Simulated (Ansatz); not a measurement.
# Cd (Cadmium): the cost of one run

Method: DFT PBE, scalar-relativistic, plane waves, PAW, in Ansatz 0.2.0.

1 further run of the same task is left out (set aside as unsound or not needed).

### 1 The system as given

Symmetry: P6_3/mmc, No. 194, hexagonal system. Conventional cell: a = 3.015 Å, b = 3.015 Å, c = 5.828 Å, α = 90.00°, β = 90.00°, γ = 120.00°. Cd (site symmetry -6m2) is surrounded by 12 Cd at 3.01 to 3.39 Å.

Coordinates:

```xyz
2
Lattice="3.0149 0.0000 0.0000 -1.5074 2.6109 0.0000 0.0000 0.0000 5.8276" Properties=species:S:1:pos:R:3 pbc="T T T"
Cd    0.0000    1.7406    1.4569
Cd    1.5074    0.8703    4.3707
```

It is the result of an earlier relaxation at this level (volume 22.94 Å³/atom; gap on the mesh: none (metal)).

### 2 Static run: bands, density of states and charges

Contents of input.yaml:

```yaml
crystal:
  lattice:
    - [3.0148503055, 0.0, 0.0]
    - [-1.5074251528, 2.6109369532, 0.0]
    - [0.0, 0.0, 5.8276386599]
  atoms:
    - { symbol: Cd, position: [0.3333333333, 0.6666666667, 0.25] }
    - { symbol: Cd, position: [0.6666666667, 0.3333333333, 0.75] }
basis:
  ecutwfc: 420
kpoints:
  mp_grid: { grid: [18, 18, 8] }
  band_path:
    path:
      - [[0.0, 0.0, 0.0], [0.5, 0.0, 0.0], [0.33333333, 0.33333333, 0.0], [0.0, 0.0, 0.0], [0.0, 0.0, 0.5], [0.5, 0.0, 0.5], [0.33333333, 0.33333333, 0.5], [0.0, 0.0, 0.5]]
      - [[0.5, 0.0, 0.5], [0.5, 0.0, 0.0]]
      - [[0.33333333, 0.33333333, 0.5], [0.33333333, 0.33333333, 0.0]]
    npoints: 14
hamiltonian:
  xc: pbe
scf:
  occupations: { method: gaussian, width: 0.1 }
  n_extra_bands: 6
output:
  forces: true
  stress: true
  eigenvalues: true
  populations: true
  dos: { projected: true, de: 0.02, nscf_kmesh: { grid: [27, 27, 12] } }
  bader: true
```

Started as:

```sh
> ansatz run input.yaml --threads 1 --pin off --max-ram 2560MiB --backend cpu --events-out ev --progress --plain --runs-dir out
```

**Question.** How long does this run take on 1 thread of Intel Xeon 6975P-C (Granite Rapids), shared host, and how much memory does it need?

About 24 s, with a peak of 0.64 GiB.
